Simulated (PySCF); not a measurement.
# (Cl2In-mu-Br)2: geometry, NMR shifts and electronic excitations

Wanted: the NMR shifts and electronic excitations of (Cl2In-mu-Br)2, by calculation.

Computed with PySCF 2.14.0, with density-fitted response routines of our own, on a single molecule in the gas phase. Atoms are numbered from 0 throughout.

## 1. The molecule as given

8 atoms, charge 0, multiplicity 1; geometry from: GFN2-xTB. The atoms were then displaced at random by about 0.03 Å, so the start is not that level's minimum.

Bonds of the start (Å): In0–Cl1 2.25, In0–Cl2 2.31, In0–Br3 2.77, In0–Br7 2.80, Br3–In4 2.78, In4–Cl5 2.24, In4–Cl6 2.31, In4–Br7 2.68.

## 2. Optimising the geometry at PBE0-D3(BJ)/def2-SVP

What the job is given:

```
{"job": {"xc": "PBE0", "basis": "def2-SVP", "d3": "d3bj", "grid": 1, "maxiter": 40, "shake": 0.03, "kind": "geom"}, "charge": 0, "multiplicity": 1}
In    -0.655670    -0.709780     1.508880
Cl    -1.439630    -2.811400     1.318000
Cl    -0.817780     0.857600     3.193150
Br     1.961670    -0.640260     0.607310
In     0.708120     0.613050    -1.527840
Cl     0.733600    -0.867050    -3.212090
Cl     1.460020     2.790970    -1.347000
Br    -1.812100     0.681220    -0.624130
```

On the command line:

```sh
$ OMP_NUM_THREADS=1 python probes_run.py task.json out
```

This one command runs all jobs of the session in turn.

The log of the run:

```text
step   0  E = -7367.33239853  max force = 0.024920
step   1  E = -7367.34114630  max force = 0.004267
step   2  E = -7367.34244422  max force = 0.003355
step   3  E = -7367.34334845  max force = 0.002625
step   4  E = -7367.34341426  max force = 0.001022
step   5  E = -7367.34344405  max force = 0.000826
step   6  E = -7367.34347759  max force = 0.000613
step   7  E = -7367.34349800  max force = 0.000591
step   8  E = -7367.34349057  max force = 0.000768
step   9  E = -7367.34348353  max force = 0.000539
step  10  E = -7367.34348741  max force = 0.000639
step  11  E = -7367.34348898  max force = 0.000698
step  12  E = -7367.34348822  max force = 0.000656
step  13  E = -7367.34348778  max force = 0.000629
step  14  E = -7367.34348735  max force = 0.000616
step  15  E = -7367.34348688  max force = 0.000587
step  16  E = -7367.34348644  max force = 0.000575
step  17  E = -7367.34348595  max force = 0.000547
step  18  E = -7367.34348551  max force = 0.000535
step  19  E = -7367.34348501  max force = 0.000508
step  20  E = -7367.34348457  max force = 0.000496
step  21  E = -7367.34348406  max force = 0.000470
step  22  E = -7367.34348361  max force = 0.000458
step  23  E = -7367.34348310  max force = 0.000433
step  24  E = -7367.34348264  max force = 0.000422
step  25  E = -7367.34348212  max force = 0.000398
step  26  E = -7367.34348166  max force = 0.000387
step  27  E = -7367.34348114  max force = 0.000363
optimisation converged
```

It took 14 min on 1 thread of Arm Neoverse V2, shared host; peak memory 1.3 GiB.

Along the way:

```csv
step,energy from step 0 (eV),largest force component (eV/Å)
0,0.0000,1.2814
1,-0.2380,0.2194
2,-0.2734,0.1725
3,-0.2980,0.1350
4,-0.2998,0.0526
5,-0.3006,0.0425
6,-0.3015,0.0315
7,-0.3020,0.0304
8,-0.3018,0.0395
9,-0.3016,0.0277
10,-0.3017,0.0329
11,-0.3018,0.0359
12,-0.3018,0.0337
13,-0.3018,0.0323
14,-0.3017,0.0317
15,-0.3017,0.0302
16,-0.3017,0.0296
17,-0.3017,0.0281
18,-0.3017,0.0275
19,-0.3017,0.0261
20,-0.3017,0.0255
21,-0.3017,0.0242
22,-0.3016,0.0236
23,-0.3016,0.0223
24,-0.3016,0.0217
25,-0.3016,0.0205
26,-0.3016,0.0199
27,-0.3016,0.0187
```

Distances of close pairs at the start and the end, largest changes first:

```csv
bond,before (Å),after (Å),change (Å)
In0–Br7,2.797,2.654,-0.143
Br3–In4,2.775,2.654,-0.122
In0–Br3,2.769,2.655,-0.114
In4–Cl5,2.242,2.317,+0.075
In0–Cl1,2.251,2.318,+0.067
In4–Br7,2.678,2.655,-0.023
In0–Cl2,2.306,2.317,+0.011
In4–Cl6,2.311,2.318,+0.007
```

The final coordinates are the input of the step that follows.

```csv
at the end point,value
point group (found at 0.08 Å tolerance),D2h
"rotational constants (GHz, main isotopes)","0.426, 0.203, 0.201"
dipole moment (D),0.01
```

## 3. Nuclear shieldings: PBE0/def2-TZVP+pcSseg-1

What the job is given:

```
{"job": {"kind": "nmr", "xc": "PBE0", "basis": {"default": "pcSseg-1", "In": "def2-TZVP"}}, "charge": 0, "multiplicity": 1}
In    -0.690999    -0.573238     1.580782
Cl    -1.484008    -2.750101     1.663326
Cl    -0.716421     1.002681     3.279371
Br     1.759639    -0.591332     0.559042
In     0.725967     0.551587    -1.601148
Cl     0.750248    -1.023672    -3.300744
Cl     1.518602     2.728489    -1.684839
Br    -1.724799     0.569938    -0.579510
```

Method: GIAO PBE0/pcSseg-1 In:def2-TZVP NMR shielding, scalar relativity only through core potentials, gas phase.

The log of the run:

```text
coarse grid: 56104 points
cycle   1  E = -7365.6745366924  dE = -6.530e+01  |g| = 3.361e+00  |ddm| = 6.453e+01
cycle   2  E = -7362.4889023119  dE =  3.186e+00  |g| = 5.666e+00  |ddm| = 1.197e+01
cycle   3  E = -7367.9023043227  dE = -5.413e+00  |g| = 3.338e-01  |ddm| = 5.071e+00
cycle   4  E = -7367.9236591087  dE = -2.135e-02  |g| = 1.647e-01  |ddm| = 6.173e-01
cycle   5  E = -7367.9288374988  dE = -5.178e-03  |g| = 1.452e-02  |ddm| = 1.916e-01
cycle   6  E = -7367.9288509637  dE = -1.346e-05  |g| = 6.747e-03  |ddm| = 1.817e-02
cycle   7  E = -7367.9288603661  dE = -9.402e-06  |g| = 1.372e-03  |ddm| = 8.847e-03
final grid: 101224 points
cycle   8  E = -7367.9282187207  dE = -1.483e-07  |g| = 1.560e-03  |ddm| = 4.124e-03
cycle   9  E = -7367.9282183905  dE =  3.302e-07  |g| = 1.959e-03  |ddm| = 4.403e-03
cycle  10  E = -7367.9282192311  dE = -8.406e-07  |g| = 1.436e-04  |ddm| = 2.644e-03
cycle  11  E = -7367.9282192353  dE = -4.125e-09  |g| = 2.482e-05  |ddm| = 2.348e-04
cycle  12  E = -7367.9282192354  dE = -1.255e-10  |g| = 5.969e-06  |ddm| = 3.738e-05
converged SCF energy = -7367.9282192354

GIAO shielding tensors (ppm)
atom      isotropic    diamagn.    paramagn.     s11        s22        s33       span
  0 In         nan         nan         nan        nan        nan        nan        nan
  1 Cl     878.557    1147.358    -268.801    760.654    820.255   1054.763    294.109
  2 Cl     876.070    1147.382    -271.311    758.232    817.339   1052.641    294.409
  3 Br    2313.022    3125.008    -811.986   1915.530   2484.546   2538.989    623.459
  4 In         nan         nan         nan        nan        nan        nan        nan
  5 Cl     876.098    1147.357    -271.260    758.205    817.401   1052.687    294.482
  6 Cl     878.671    1147.353    -268.681    760.816    820.438   1054.760    293.943
  7 Br    2311.760    3125.029    -813.269   1913.911   2483.507   2537.862    623.951
```

Wall time 84 s (1 thread of Arm Neoverse V2, shared host); peak memory 1.6 GiB.

Shifts follow as δ = σ(reference) − σ, with reference shieldings (ppm) from runs at the same level and on the same kind of geometry: ³⁵Cl HCl 943, ⁷⁹Br HBr 2584. The references are single molecules in the gas phase. Atoms listed in one row are averaged.

```csv
atoms,environment,σ (ppm),δ (ppm)
"Cl1, Cl2, Cl5, Cl6",chlorine bonded to In,877,66
"Br3, Br7",bromine bonded to 2 In,2312,272
```

Atoms past Kr carry core potentials, so their printed shieldings have no meaning and are left out of the table.

Charges from the same density, by scheme (e):

```csv
atoms,Mulliken,ESP fit
"In0, In4",0.88,0.50
"Cl1, Cl2, Cl5, Cl6",-0.29,-0.21
"Br3, Br7",-0.30,-0.08
```

Mayer bond orders: In0–Cl1 1.02, In0–Cl2 1.03, In0–Br3 0.52, In0–Br7 0.52, Br3–In4 0.52, In4–Cl5 1.02, In4–Cl6 1.02, In4–Br7 0.52.

With diffuse functions Mulliken charges and Mayer bond orders lose their meaning; the other schemes are steadier.

Orbitals, density, ELF and potential are computed afterwards from the orbital file.

Frontier orbitals at PBE0/def2-TZVP+pcSseg-1, with the share of their density that lies nearest to each atom:

```csv
orbital,energy (eV),lies on
HOMO,-9.50,"Cl2, Cl5 about 26 % each; Cl1, Cl6 about 18 % each; Br7 6 %"
LUMO,-3.26,"In0, In4 about 21 % each; Br3, Br7 about 11 % each; 4 Cl atoms about 9 % each"
```

ELF in a plane through or near 6 of the atoms.

Values, 10 rows by 14 columns:
```
0.00 0.00 0.00 0.00 0.00 0.00 0.00 0.00 0.00 0.00 0.00 0.00 0.00 0.00
0.00 0.01 0.12 0.34 0.37 0.09 0.00 0.00 0.02 0.30 0.40 0.23 0.04 0.00
0.00 0.22 0.70 0.78 0.88 0.50 0.03 0.00 0.22 0.82 0.82 0.84 0.39 0.02
0.00 0.44 0.87 0.35 0.70 0.36 0.02 0.00 0.09 0.77 0.34 0.79 0.62 0.07
0.00 0.09 0.34 0.41 0.26 0.32 0.11 0.07 0.15 0.45 0.24 0.39 0.15 0.00
0.00 0.00 0.04 0.15 0.75 0.73 0.13 0.11 0.23 0.48 0.24 0.13 0.02 0.00
0.00 0.23 0.64 0.80 0.55 0.17 0.06 0.03 0.09 0.26 0.77 0.80 0.48 0.04
0.00 0.38 0.86 0.81 0.48 0.58 0.03 0.00 0.14 0.83 0.63 0.50 0.65 0.09
0.00 0.07 0.38 0.74 0.76 0.38 0.01 0.00 0.07 0.57 0.76 0.60 0.17 0.01
0.00 0.00 0.01 0.04 0.04 0.00 0.00 0.00 0.00 0.01 0.04 0.02 0.00 0.00
```
The map spans 11.0 Å across and 9.4 Å up, centred on the molecule. Atoms in the plane (x, y in Å): In0 (1.8, 0.0), Cl1 (2.9, -2.1), Cl2 (2.8, 2.1), In4 (-1.8, 0.0), Cl5 (-2.8, -2.1), Cl6 (-2.9, 2.1).

log10 of the density (e/Å³) in the same plane.

Values, 10 rows by 14 columns:
```
-4.0 -4.0 -3.7 -3.3 -3.4 -4.0 -4.0 -4.0 -4.0 -3.5 -3.2 -3.4 -4.0 -4.0
-4.0 -2.7 -1.9 -1.4 -1.6 -2.3 -3.3 -3.8 -2.7 -1.7 -1.4 -1.6 -2.3 -3.4
-3.3 -1.8 -0.7  0.1 -0.2 -1.4 -2.4 -2.9 -1.9 -0.6  0.1 -0.2 -1.4 -2.6
-3.1 -1.5 -0.3  1.1  0.2 -1.0 -1.8 -2.1 -1.5 -0.3  1.1  0.2 -1.2 -2.3
-3.6 -2.1 -1.3 -0.5  0.1  0.0 -1.0 -1.2 -0.6  0.4 -0.4 -0.9 -1.9 -2.9
-3.9 -2.6 -1.7 -0.7  1.0  1.0 -0.7 -1.0 -0.2  1.2 -0.1 -1.2 -2.1 -3.1
-3.4 -1.9 -0.9 -0.1 -0.2 -0.7 -1.3 -1.5 -1.1 -0.4  0.0 -0.3 -1.4 -2.5
-3.2 -1.6 -0.4  1.6  0.3 -1.0 -2.0 -2.5 -1.7 -0.4  1.7  0.3 -1.0 -2.2
-3.4 -2.2 -1.3 -0.6 -0.7 -1.6 -2.6 -3.4 -2.3 -1.3 -0.6 -0.9 -1.8 -2.9
-3.9 -3.7 -2.8 -2.3 -2.4 -3.1 -4.0 -4.0 -3.8 -2.8 -2.4 -2.5 -3.3 -4.0
```
The map spans 11.0 Å across and 9.4 Å up, centred on the molecule. Atoms in the plane (x, y in Å): In0 (1.8, 0.0), Cl1 (2.9, -2.1), Cl2 (2.8, 2.1), In4 (-1.8, 0.0), Cl5 (-2.8, -2.1), Cl6 (-2.9, 2.1).

On the surface of density 0.002 e/bohr³ the electrostatic potential runs, from the 1st to the 99th percentile, from -0.31 V near Cl5 to 2.69 V near In0.

## 4. Excited states and response: PBE0/def2-SVPD

Settings changed since step 3:

```diff
@@ -1,2 +1,2 @@
-{"job": {"kind": "nmr", "xc": "PBE0", "basis": {"default": "pcSseg-1", "In": "def2-TZVP"}}, "charge": 0, "multiplicity": 1}
+{"job": {"kind": "uv", "xc": "PBE0", "basis": "def2-SVPD", "ip": true, "nstates": 10}, "charge": 0, "multiplicity": 1}
 In    -0.690999    -0.573238     1.580782
```

With the program's defaults for keys left out, this is: TDDFT PBE0/def2-SVPD, vertical, gas phase, core orbitals frozen in the response.

The log of the run:

```text
coarse grid: 56104 points
cycle   1  E = -7364.4448102545  dE = -4.199e+01  |g| = 3.364e+00  |ddm| = 2.039e+01
cycle   2  E = -7322.7983341117  dE =  4.165e+01  |g| = 1.254e+01  |ddm| = 1.376e+02
cycle   3  E = -7367.1078069506  dE = -4.431e+01  |g| = 9.258e-01  |ddm| = 1.385e+02
cycle   4  E = -7367.2928204036  dE = -1.850e-01  |g| = 5.016e-01  |ddm| = 2.175e+00
cycle   5  E = -7367.3541917912  dE = -6.137e-02  |g| = 4.838e-02  |ddm| = 7.635e-01
cycle   6  E = -7367.3547953419  dE = -6.036e-04  |g| = 3.057e-02  |ddm| = 1.343e-01
cycle   7  E = -7367.3550391810  dE = -2.438e-04  |g| = 4.204e-03  |ddm| = 5.193e-02
cycle   8  E = -7367.3550414215  dE = -2.240e-06  |g| = 1.010e-03  |ddm| = 5.161e-03
final grid: 101224 points
cycle   9  E = -7367.3542798182  dE = -1.170e-07  |g| = 1.123e-03  |ddm| = 4.791e-03
cycle  10  E = -7367.3542795948  dE =  2.234e-07  |g| = 1.423e-03  |ddm| = 4.108e-03
cycle  11  E = -7367.3542801999  dE = -6.052e-07  |g| = 1.534e-04  |ddm| = 2.236e-03
cycle  12  E = -7367.3542802059  dE = -5.932e-09  |g| = 2.154e-05  |ddm| = 2.574e-04
cycle  13  E = -7367.3542802060  dE = -9.823e-11  |g| = 4.116e-06  |ddm| = 3.361e-05
converged SCF energy = -7367.3542802060

Static polarisability (au): isotropic 168.282, principal 143.934 171.542 189.370

Singlet excitations
state   eV       nm        f      main configurations
  1   4.8938    253.3   0.00341   H->L 0.65, H-2->L+1 0.34
  2   4.9026    252.9   0.00001   H-2->L 0.49, H->L+1 0.49
  3   4.9144    252.3   0.00000   H-1->L 0.69, H-5->L+1 0.30
  4   4.9327    251.4   0.00005   H-1->L+1 0.53, H-5->L 0.45
  5   4.9931    248.3   0.00000   H-3->L 0.71, H-7->L+1 0.27
  6   5.0712    244.5   0.14587   H-4->L 0.60, H-6->L+1 0.36
  7   5.1053    242.9   0.00001   H-6->L 0.58, H-4->L+1 0.37
  8   5.1732    239.7   0.05615   H-3->L+1 0.57, H-7->L 0.34
  9   5.3530    231.6   0.00049   H-9->L+1 0.34, H-5->L 0.32, H-1->L+1 0.32
 10   5.3838    230.3   0.00000   H->L+1 0.24, H-2->L 0.22, H-8->L+1 0.18

Triplet excitations (Tamm-Dancoff, eV): 4.5741 4.5787 4.6129 4.6274
Vertical ionisation energy (delta-SCF) = 10.9501 eV
Vertical electron affinity (delta-SCF) = 1.9738 eV
```

Wall time 5.8 min (1 thread of Arm Neoverse V2, shared host); peak memory 1.5 GiB.

The orbitals next to the gap, with their largest atomic shares:

```csv
orbital,eV,atoms
HOMO−3,-9.57,"Cl1 25 %, Cl6 25 %, Cl5 16 %"
HOMO−2,-9.54,"Cl2 26 %, Cl5 26 %, Cl1 23 %"
HOMO−1,-9.49,"Cl5 24 %, Cl2 24 %, Cl6 15 %"
HOMO,-9.48,"Cl5 24 %, Cl2 24 %, Cl6 18 %"
LUMO,-3.34,"In0 17 %, In4 17 %, Br3 13 %"
LUMO+1,-3.24,"Br3 18 %, Br7 18 %, In4 14 %"
LUMO+2,-1.41,"In0 22 %, In4 22 %, Br7 15 %"
```

With each of the 10 states as a Gaussian band of 0.4 eV half-width at 1/e, the curve within the window shown has maxima at 243 nm (ε 8,200) L/(mol cm). Beyond the last state computed it falls off for lack of states. The curve at chosen wavelengths:

nm, ε (L/mol/cm) and a bar:
```
      218       1024 ###
      221       1706 ######
      224       2616 #########
      226       3333 ############
      229       4514 ################
      232       5714 #####################
      235       6794 #########################
      238       7620 ############################
      240       7980 #############################
      243       8196 ##############################
      246       8024 #############################
      249       7513 ###########################
      252       6751 #########################
      254       6152 ######################
      257       5193 ###################
      260       4238 ###############
      263       3351 ############
      266       2574 #########
      268       2126 #######
      271       1563 #####
      274       1122 ####
      277        788 ##
      280        542 #
      282        418 #
      285        279 
      288        184
```

Leading natural transition orbitals of singlet state 6: the hole lies on 4 Cl atoms about 23 % each; the particle on In0, In4 about 21 % each; Br3, Br7 about 11 % each; 4 Cl atoms about 9 % each.

Leading natural transition orbitals of singlet state 1: the hole lies on Cl5, Cl6 about 28 % each; Cl1, Cl2 about 16 % each; the particle on In4 26 %; In0 15 %; Br3, Br7 about 12 % each.

Further results of this job:

```csv
property,computed
dipole moment (D),0.01
polarisability (Å³),24.94
HOMO–LUMO gap (eV),6.14
−ε(HOMO) (eV),9.48
```

## 5. NMR shieldings: B3LYP/def2-TZVP+pcSseg-1

Settings changed since step 4:

```diff
@@ -1,2 +1,2 @@
-{"job": {"kind": "uv", "xc": "PBE0", "basis": "def2-SVPD", "ip": true, "nstates": 10}, "charge": 0, "multiplicity": 1}
+{"job": {"kind": "nmr", "xc": "B3LYP", "basis": {"default": "pcSseg-1", "In": "def2-TZVP"}, "pop": false}, "charge": 0, "multiplicity": 1}
 In    -0.690999    -0.573238     1.580782
```

Method: GIAO B3LYP/pcSseg-1 In:def2-TZVP NMR shielding, scalar relativity only through core potentials, gas phase.

The log of the run:

```text
coarse grid: 56104 points
cycle   1  E = -7366.9715260328  dE = -6.501e+01  |g| = 3.475e+00  |ddm| = 6.425e+01
cycle   2  E = -7361.5163389691  dE =  5.455e+00  |g| = 6.920e+00  |ddm| = 1.280e+01
cycle   3  E = -7369.3081333655  dE = -7.792e+00  |g| = 5.523e-01  |ddm| = 5.729e+00
cycle   4  E = -7369.3666135786  dE = -5.848e-02  |g| = 2.698e-01  |ddm| = 1.046e+00
cycle   5  E = -7369.3811190248  dE = -1.451e-02  |g| = 2.223e-02  |ddm| = 3.253e-01
cycle   6  E = -7369.3811693771  dE = -5.035e-05  |g| = 1.007e-02  |ddm| = 2.497e-02
cycle   7  E = -7369.3811891312  dE = -1.975e-05  |g| = 1.394e-03  |ddm| = 1.166e-02
cycle   8  E = -7369.3811893475  dE = -2.163e-07  |g| = 4.792e-04  |ddm| = 1.724e-03
final grid: 101224 points
cycle   9  E = -7369.3805133227  dE = -3.435e-07  |g| = 6.244e-04  |ddm| = 3.008e-03
cycle  10  E = -7369.3805132563  dE =  6.638e-08  |g| = 7.882e-04  |ddm| = 1.811e-03
cycle  11  E = -7369.3805134085  dE = -1.522e-07  |g| = 8.694e-05  |ddm| = 1.135e-03
cycle  12  E = -7369.3805134100  dE = -1.539e-09  |g| = 1.292e-05  |ddm| = 1.267e-04
cycle  13  E = -7369.3805134101  dE = -3.274e-11  |g| = 7.450e-06  |ddm| = 2.358e-05
converged SCF energy = -7369.3805134101

GIAO shielding tensors (ppm)
atom      isotropic    diamagn.    paramagn.     s11        s22        s33       span
  0 In         nan         nan         nan        nan        nan        nan        nan
  1 Cl     843.098    1147.843    -304.745    709.465    770.814   1049.014    339.550
  2 Cl     840.604    1147.870    -307.266    707.057    767.868   1046.887    339.830
  3 Br    2237.049    3126.058    -889.009   1807.173   2430.162   2473.811    666.637
  4 In         nan         nan         nan        nan        nan        nan        nan
  5 Cl     840.627    1147.843    -307.217    707.032    767.916   1046.933    339.901
  6 Cl     843.215    1147.839    -304.624    709.644    770.990   1049.010    339.366
  7 Br    2235.737    3126.089    -890.351   1805.513   2429.073   2472.627    667.114
```

Run time: 70 s. Hardware: 1 thread of Arm Neoverse V2, shared host; peak memory 1.6 GiB.

This run: δ Cl1 89, Br3 308 ppm (means over like atoms).

## 6. Comparing the runs: NMR shifts

Shifts (ppm), means over like atoms, with basis size and wall time:

```csv
run,Cl1,Br3,functions,time
PBE0/def2-TZVP+pcSseg-1,66,272,278,84 s
B3LYP/def2-TZVP+pcSseg-1,89,308,278,70 s
```

## 7. Outcome

| quantity | value |
| --- | --- |
| point group | D2h |
| rotational constants (main isotopes) | 0.43, 0.20, 0.20 GHz |
| ³⁵Cl shifts against HCl (PBE0/def2-TZVP+pcSseg-1, means over atoms taken as alike) | 66 ppm |
| ⁷⁹Br shifts against HBr (PBE0/def2-TZVP+pcSseg-1, means over atoms taken as alike) | 272 ppm |
| surface potential, 1st and 99th percentile | -0.31 V and 2.69 V |
| lowest singlet (PBE0/def2-SVPD) | 4.89 eV (253 nm), f = 0.003 |
| brightest single state of those computed | state 6, 5.07 eV, f = 0.146 |
| lowest triplet | 4.57 eV |
| vertical ionisation energy (ΔSCF) | 10.95 eV |
| vertical electron affinity (ΔSCF) | 1.97 eV |
| range of the shift of Br3 | 272 to 308 ppm |

What this shows: The start was shaken at random, so part of the energy gained undoes that. Over 27 steps the energy fell by 0.302 eV; of the close pairs, In0–Br7 changed most, 2.797 to 2.654 Å. At PBE0/def2-TZVP+pcSseg-1: The widest tensor belongs to Br3, Br7: span 624 ppm, with a paramagnetic part of -813 ppm. The first singlet state (HOMO→LUMO 0.65, HOMO−2→LUMO+1 0.34) lies at 4.89 eV and is weak; of the 10 states computed, the strongest absorption comes from state 6 at 5.07 eV. The lowest triplet lies 0.32 eV below the lowest singlet (triplets in Tamm-Dancoff, singlets in full TDDFT). Spin-orbit coupling, left out, mixes singlets and triplets in elements this heavy. ΔSCF puts the ionisation energy at 10.95 eV, 1.47 eV above −ε(HOMO). Across the 2 runs the shift of Br3 (with its like atoms) moves most, between 272 (PBE0/def2-TZVP+pcSseg-1) and 308 ppm (B3LYP/def2-TZVP+pcSseg-1). Spin-orbit coupling is left out, which matters for shieldings and couplings at and beside the heavy atoms.
